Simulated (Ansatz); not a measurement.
Born–Oppenheimer molecular dynamics of a periodic cell of 36 atoms, Mg (start crystal Mg, start structure hcp, volume 1.15 times the crystal's). It goes on from the last frame of an earlier run, with new velocities.

Computed with Ansatz, DFT PBEsol, scalar-relativistic, plane waves, PAW. Settings: accuracy low, cutoff 150 eV, k mesh 1x1x1, fermi-dirac smearing 0.16 eV, no spin polarisation.

| Item | Value |
| --- | --- |
| ensemble | NVT, Langevin thermostat |
| time step | 2 fs |
| steps asked | 200 |
| set temperature | 1080 K |
| friction | 0.02 /fs |
| seed | 362262 |

Frames 40 fs apart, positions in Å, forces in eV/Å.

Velocities at 40.0 fs (Å/ps):

```
Mg 7.24 -1.76 11.81
Mg -3.64 -10.80 -2.35
Mg -14.00 -5.00 -16.96
Mg 2.59 -0.74 -4.19
Mg -6.83 -5.35 -3.70
Mg -4.77 -8.55 -11.21
Mg 3.48 5.54 -5.34
Mg -9.79 -8.64 4.88
Mg 4.15 3.98 13.00
Mg -3.28 -1.82 -7.86
Mg 0.28 -9.87 -2.82
Mg 2.47 -5.85 -3.46
Mg 7.47 -5.73 -11.79
Mg 1.61 1.69 3.81
Mg 1.94 0.61 -2.66
Mg -5.33 0.99 -9.95
Mg -15.59 -5.84 -3.44
Mg 3.19 6.37 -10.94
Mg -0.73 -8.16 8.66
Mg -2.85 6.64 13.69
Mg 5.63 3.42 -0.94
Mg -0.89 -3.11 1.65
Mg 9.07 2.00 2.29
Mg -4.76 4.40 8.17
Mg 12.17 -1.13 4.69
Mg 11.66 3.47 6.05
Mg -5.92 6.12 -2.71
Mg 3.36 0.00 -7.44
Mg -2.41 -1.94 2.59
Mg -5.77 -6.46 4.08
Mg 9.02 1.76 -4.86
Mg 10.30 1.14 4.99
Mg 2.65 7.47 -13.11
Mg 4.86 -3.66 5.82
Mg 11.60 15.55 -1.91
Mg 6.36 4.26 -1.24
```

```xyz
36
Lattice="10.0892 0.0000 0.0000 -5.0446 8.7375 0.0000 0.0000 0.0000 10.9233" Properties=species:S:1:pos:R:3:forces:R:3 time_fs=40.0 energy_less_start_eV=-3.721 T=1342
Mg 0.356 -0.854 -1.759 0.47 -0.02 0.28
Mg 0.087 1.417 0.860 0.11 -0.35 0.30
Mg 0.192 -3.239 7.441 1.61 -0.89 0.57
Mg -2.211 0.700 8.315 -0.25 0.14 0.27
Mg -2.098 3.064 0.407 -0.01 -0.26 -0.09
Mg -0.717 4.446 2.645 -0.18 -0.30 0.36
Mg -0.224 2.303 5.596 -0.62 0.59 1.23
Mg -1.740 6.850 6.728 -0.64 -0.20 -0.31
Mg -1.990 5.664 -1.159 0.01 0.02 -0.35
Mg -2.681 7.120 1.136 -0.66 -0.03 0.41
Mg -2.428 8.145 3.796 0.77 -1.01 0.05
Mg -2.427 9.399 7.649 1.04 0.36 0.63
Mg 2.885 0.963 -0.568 -0.06 -1.05 0.69
Mg 4.174 3.640 4.350 -0.15 0.02 -0.27
Mg 0.679 -0.281 6.157 -1.18 0.30 -0.42
Mg 3.110 3.375 9.511 -0.36 1.36 -0.51
Mg 0.477 2.053 -2.191 -0.41 0.13 -0.25
Mg 0.816 4.144 0.019 0.04 -0.22 -0.28
Mg 1.250 1.708 3.509 0.05 0.68 -1.26
Mg 0.341 4.517 7.218 0.46 0.10 0.60
Mg 0.014 6.964 0.804 -0.35 -0.32 0.38
Mg -0.618 9.644 2.253 -0.14 0.10 0.46
Mg 1.508 5.209 4.541 0.34 0.18 -0.22
Mg 0.377 7.809 8.179 -0.02 -0.16 0.69
Mg 7.345 -0.452 0.624 0.99 0.87 -0.62
Mg 8.496 1.065 3.173 0.04 0.23 -0.54
Mg 4.547 0.649 5.719 0.37 -0.03 -1.19
Mg 4.967 2.068 8.014 0.59 0.26 0.29
Mg 6.359 4.274 2.522 -0.17 -0.18 0.16
Mg 5.345 6.233 4.729 -1.60 0.54 -0.45
Mg 6.644 4.097 5.402 1.49 -1.29 0.72
Mg 5.633 4.859 10.831 -0.61 0.14 -0.86
Mg 3.079 3.506 1.532 -0.09 -1.26 -0.44
Mg 3.677 5.974 2.155 0.23 0.87 0.19
Mg 3.000 6.581 7.070 -0.89 0.34 -0.42
Mg 3.090 6.069 9.861 -0.20 0.35 0.21
36
Lattice="10.0892 0.0000 0.0000 -5.0446 8.7375 0.0000 0.0000 0.0000 10.9233" Properties=species:S:1:pos:R:3:forces:R:3 time_fs=80.0 energy_less_start_eV=-4.235 T=1228
Mg 0.387 -0.943 -1.387 0.51 -0.34 -0.63
Mg 0.050 1.040 0.875 0.31 0.61 -0.03
Mg 0.121 -3.929 7.226 -0.33 -0.03 0.17
Mg -2.130 0.672 8.186 -0.84 0.84 0.78
Mg -2.290 2.756 0.378 0.24 -0.53 -0.93
Mg -1.137 4.165 2.356 0.73 0.70 0.40
Mg -0.157 2.616 5.918 0.28 -0.10 -0.13
Mg -2.123 6.500 6.975 0.00 0.42 -0.29
Mg -1.982 5.752 -0.971 0.17 0.15 0.00
Mg -2.677 7.528 1.050 0.11 -0.01 0.20
Mg -2.457 7.840 3.905 0.95 -0.40 -0.75
Mg -2.185 9.254 7.429 0.02 0.61 0.50
Mg 3.244 0.840 -0.725 -0.23 -0.11 0.49
Mg 4.164 3.655 4.382 -0.54 -0.54 -0.13
Mg 0.863 -0.309 5.780 -0.98 1.29 1.36
Mg 2.938 3.470 9.092 -0.19 -0.07 -0.51
Mg 0.030 1.977 -2.215 1.68 1.11 -0.23
Mg 0.639 4.110 -0.272 -0.27 -0.18 0.30
Mg 1.469 1.631 3.268 0.19 0.33 -0.04
Mg 0.259 5.044 7.758 0.41 -0.19 -0.12
Mg 0.077 7.144 0.857 0.15 -0.48 -0.05
Mg -0.533 9.455 2.295 -0.17 0.27 0.11
Mg 1.911 5.249 4.509 -0.39 0.09 0.09
Mg 0.203 7.923 8.621 -0.32 -0.22 -0.09
Mg 7.828 -0.558 0.950 -0.68 1.67 -0.72
Mg 8.767 1.264 3.354 -0.35 0.16 -0.07
Mg 4.430 0.851 5.157 -0.18 -0.63 0.01
Mg 5.112 2.063 7.856 -0.24 0.17 0.24
Mg 6.193 4.045 2.617 -0.19 0.03 -0.77
Mg 5.066 6.197 4.654 -0.07 -0.47 0.05
Mg 7.146 3.896 5.489 0.03 -0.19 -0.17
Mg 5.536 4.925 10.777 1.08 -0.36 0.80
Mg 3.158 3.572 1.194 0.48 -0.37 0.63
Mg 3.747 6.144 2.260 0.80 -1.52 0.03
Mg 3.245 7.216 6.943 -0.37 -1.87 -0.39
Mg 3.314 6.091 10.034 -1.80 0.17 -0.10
36
Lattice="10.0892 0.0000 0.0000 -5.0446 8.7375 0.0000 0.0000 0.0000 10.9233" Properties=species:S:1:pos:R:3:forces:R:3 time_fs=120.0 energy_less_start_eV=-4.179 T=1123
Mg 0.363 -1.177 -1.489 0.27 0.70 -0.26
Mg 0.146 1.176 0.769 0.27 0.55 -0.24
Mg 0.227 -4.186 6.939 0.03 1.67 0.05
Mg -2.300 0.800 8.239 0.62 -0.11 -0.07
Mg -2.291 2.738 0.283 0.18 0.27 -0.22
Mg -1.145 4.223 2.420 0.50 0.22 -0.39
Mg 0.057 2.761 5.931 1.63 0.41 0.14
Mg -2.374 6.594 6.904 0.11 -0.62 -0.38
Mg -2.028 6.000 -0.895 0.61 -0.10 -0.13
Mg -2.836 7.756 1.149 0.12 0.01 -0.19
Mg -2.302 7.336 4.056 -0.12 -0.16 -0.39
Mg -2.075 9.195 7.221 -1.10 1.38 1.47
Mg 3.577 0.672 -0.778 -1.71 1.09 0.56
Mg 4.080 3.304 4.368 -0.14 1.36 -0.47
Mg 0.636 0.124 5.769 -0.14 -0.88 0.24
Mg 2.908 3.473 8.770 0.39 -0.24 0.37
Mg 0.392 2.002 -2.243 0.35 -0.39 -0.55
Mg 0.425 4.200 -0.548 -0.56 -0.80 1.56
Mg 1.644 1.802 3.231 0.21 -0.34 0.45
Mg 0.535 5.406 7.959 -0.21 -0.56 -1.05
Mg 0.015 7.076 0.811 -0.04 -0.72 -0.36
Mg -0.376 9.412 2.195 -0.53 0.33 0.28
Mg 1.928 5.095 4.477 -0.37 0.20 0.30
Mg 0.074 7.898 8.891 1.25 -0.43 -0.86
Mg 7.754 -0.237 0.835 -0.01 0.42 0.52
Mg 8.707 1.335 3.565 -0.45 -0.53 -0.27
Mg 4.105 0.788 4.900 1.42 -0.76 0.32
Mg 5.493 2.105 7.619 -0.44 -1.62 0.41
Mg 5.990 4.079 2.546 0.22 -0.39 0.29
Mg 5.150 6.308 4.615 0.24 -0.06 0.74
Mg 7.592 3.351 5.819 -1.42 0.68 -0.12
Mg 5.716 4.894 10.901 -0.65 0.10 -0.92
Mg 3.090 3.506 1.100 0.41 -0.54 -0.38
Mg 3.817 5.834 2.317 -0.28 0.52 -0.49
Mg 3.199 6.783 6.933 -0.23 -0.26 0.47
Mg 2.814 6.209 10.229 -0.42 -0.39 -0.41
36
Lattice="10.0892 0.0000 0.0000 -5.0446 8.7375 0.0000 0.0000 0.0000 10.9233" Properties=species:S:1:pos:R:3:forces:R:3 time_fs=160.0 energy_less_start_eV=-4.864 T=1007
Mg 0.547 -1.121 -1.682 0.08 0.39 -0.42
Mg 0.384 1.056 0.639 -0.38 0.16 0.35
Mg 0.265 -4.073 6.758 -0.31 -0.22 0.30
Mg -2.149 0.831 8.124 0.01 -0.53 -0.15
Mg -2.441 3.043 0.129 0.42 -0.50 -0.20
Mg -0.991 4.441 2.478 0.05 0.08 0.38
Mg 0.226 2.850 5.727 -0.59 -0.15 0.51
Mg -2.293 6.651 6.563 0.44 -0.04 0.08
Mg -2.187 6.030 -0.798 0.62 -0.09 -0.07
Mg -2.932 7.751 1.338 -0.23 -0.17 -1.08
Mg -2.232 7.287 3.849 0.55 -0.23 0.87
Mg -2.371 9.319 7.256 0.52 0.19 0.17
Mg 3.499 0.943 -0.812 -0.47 -0.12 0.11
Mg 4.073 3.301 4.119 -1.20 -0.38 1.14
Mg 0.348 -0.083 5.942 -0.44 0.40 0.20
Mg 2.926 3.373 8.918 0.72 0.67 -0.18
Mg 0.630 2.064 -2.457 -0.49 -0.76 -0.23
Mg 0.234 3.886 -0.384 0.33 0.25 0.15
Mg 1.864 1.540 3.525 -0.30 -0.21 -0.44
Mg 1.028 5.109 7.897 -0.84 -0.18 -0.24
Mg 0.045 6.464 0.788 -0.45 0.88 0.33
Mg -0.580 9.487 2.135 0.10 -0.43 0.40
Mg 1.838 5.110 4.523 0.06 0.50 -0.30
Mg 0.229 7.777 8.589 -0.24 -0.29 0.03
Mg 7.388 -0.121 1.245 -0.01 0.45 -0.20
Mg 8.741 1.224 3.470 0.32 0.22 -0.30
Mg 4.431 0.507 4.994 0.18 -0.25 0.15
Mg 5.485 1.901 7.257 -1.13 -0.49 0.56
Mg 5.916 3.951 2.551 1.08 0.71 -0.90
Mg 4.929 6.329 4.534 0.07 -0.38 0.22
Mg 7.431 3.000 5.864 1.09 0.82 -0.83
Mg 5.515 4.841 10.832 -0.42 -0.16 0.00
Mg 3.139 3.209 1.088 -0.13 -0.14 0.00
Mg 3.885 6.021 2.043 -0.23 -0.31 -0.37
Mg 3.152 6.474 7.048 0.69 0.84 0.12
Mg 2.288 6.306 10.124 0.53 -0.51 -0.12
36
Lattice="10.0892 0.0000 0.0000 -5.0446 8.7375 0.0000 0.0000 0.0000 10.9233" Properties=species:S:1:pos:R:3:forces:R:3 time_fs=200.0 energy_less_start_eV=-4.250 T=860
Mg 0.602 -1.025 -1.823 -0.16 -0.22 -0.03
Mg 0.076 0.886 0.711 -0.27 -0.08 -0.17
Mg 0.304 -4.239 6.859 -0.22 -0.37 0.16
Mg -1.923 0.732 8.056 -1.06 -0.66 -0.12
Mg -2.552 2.977 -0.023 0.61 -0.39 -1.00
Mg -0.715 4.570 2.479 -0.46 -1.02 0.77
Mg -0.017 2.961 5.499 1.43 -0.02 -0.11
Mg -2.165 6.625 6.587 0.21 -0.19 -0.42
Mg -2.233 6.111 -1.120 0.35 -0.43 -1.07
Mg -3.021 7.400 1.092 0.54 0.90 0.67
Mg -2.008 7.238 3.789 -0.22 -0.71 -0.20
Mg -2.276 9.598 7.325 -0.96 0.12 -0.68
Mg 3.360 0.988 -0.943 0.32 -0.51 0.91
Mg 3.722 3.120 4.312 0.52 0.26 0.48
Mg 0.218 -0.246 6.155 0.02 0.12 -0.81
Mg 3.135 3.600 8.975 -0.24 -0.16 -0.22
Mg 0.369 2.017 -2.571 1.28 0.32 0.28
Mg 0.206 3.614 -0.356 1.00 0.57 -0.03
Mg 1.746 1.262 3.609 0.31 0.30 -0.20
Mg 1.050 4.825 7.515 -0.30 0.03 0.07
Mg 0.161 6.418 0.761 -0.43 0.88 -0.05
Mg -0.825 9.559 2.246 -0.56 -0.06 -0.34
Mg 1.759 5.011 4.496 -0.22 0.56 -0.15
Mg 0.365 7.545 8.331 0.17 -0.04 0.18
Mg 7.122 -0.090 1.580 -0.45 0.66 -0.78
Mg 8.737 0.991 3.473 -0.17 -0.03 0.66
Mg 4.743 0.235 5.033 0.08 -0.13 0.24
Mg 5.283 1.699 7.409 0.43 0.69 0.20
Mg 6.585 4.048 2.238 -0.46 0.29 1.30
Mg 4.705 6.313 4.375 0.23 -0.07 0.70
Mg 7.434 3.027 5.760 -1.15 -0.42 0.01
Mg 5.417 4.900 10.819 -0.32 0.53 -0.53
Mg 3.203 3.169 1.144 -0.50 0.38 0.40
Mg 3.497 6.387 1.946 0.23 -1.24 -0.06
Mg 3.378 6.463 6.995 -0.26 0.33 0.01
Mg 2.320 6.127 10.027 0.67 -0.19 -0.09
36
Lattice="10.0892 0.0000 0.0000 -5.0446 8.7375 0.0000 0.0000 0.0000 10.9233" Properties=species:S:1:pos:R:3:forces:R:3 time_fs=240.0 energy_less_start_eV=-4.562 T=859
Mg 0.621 -0.921 -2.048 0.39 -0.17 0.20
Mg -0.278 0.685 0.592 0.05 0.03 -0.88
Mg 0.214 -4.421 6.913 -0.62 0.80 0.32
Mg -1.875 0.612 7.867 -1.00 -0.22 -0.05
Mg -2.367 2.542 -0.238 -0.25 0.00 -0.11
Mg -0.713 4.626 2.763 0.14 -0.42 -0.74
Mg 0.124 2.897 5.280 0.06 -0.50 0.74
Mg -2.276 6.541 6.700 0.04 0.22 0.46
Mg -2.163 6.158 -1.325 0.23 0.03 -0.34
Mg -2.923 7.556 1.121 -0.21 0.13 -0.07
Mg -1.994 7.257 3.800 -0.32 0.21 -0.28
Mg -2.351 9.541 7.094 0.22 0.20 -0.39
Mg 3.320 0.813 -1.144 -0.27 -0.69 1.17
Mg 3.782 3.043 4.447 0.13 0.37 -0.32
Mg 0.203 -0.224 6.213 0.43 0.47 -0.27
Mg 3.438 3.725 8.895 -0.44 -0.42 -0.28
Mg 0.300 2.093 -2.451 0.08 -0.08 -1.17
Mg 0.584 3.714 -0.392 -0.11 0.73 0.77
Mg 1.766 1.139 3.443 -1.42 -0.37 0.56
Mg 0.999 4.929 7.051 0.33 -1.03 0.41
Mg 0.036 6.625 0.758 -0.62 -0.29 0.11
Mg -1.033 9.508 2.259 1.38 -1.14 -0.68
Mg 1.787 5.303 4.436 0.37 0.04 -0.29
Mg 0.611 7.298 8.275 -0.38 0.81 -0.09
Mg 6.865 -0.206 1.363 0.70 0.87 -0.06
Mg 8.629 0.761 3.555 0.03 0.14 0.75
Mg 5.148 -0.250 5.155 -0.20 0.11 0.63
Mg 5.386 1.692 7.727 0.48 -0.26 -0.25
Mg 6.495 4.108 2.312 -0.04 0.40 -0.09
Mg 4.792 6.195 4.487 0.33 -0.12 -0.40
Mg 7.179 2.866 5.747 0.62 -0.69 -0.18
Mg 5.428 5.239 10.499 -0.38 -0.17 0.21
Mg 3.099 3.432 1.152 0.15 0.23 -0.27
Mg 3.330 6.276 2.054 0.49 0.02 0.05
Mg 3.455 6.484 6.880 -0.60 -0.23 0.74
Mg 2.497 5.991 9.965 0.22 0.97 0.10
```

Of the whole run (400 fs, mean temperature of the second half 941 K): The mean temperature of the second half is 13 % below the set value. A run of 0.4 ps of so small a system gives no equilibrium averages. The plane-wave cutoff is below what these datasets need, so energies and pressures aren't converged. Limits of this set-up: coarse k mesh, low accuracy level.

The run took 2.3 min on 4 threads of Intel(R) Xeon(R) 6975P-C (Granite Rapids), on a shared host, peak memory 0.46 GiB.
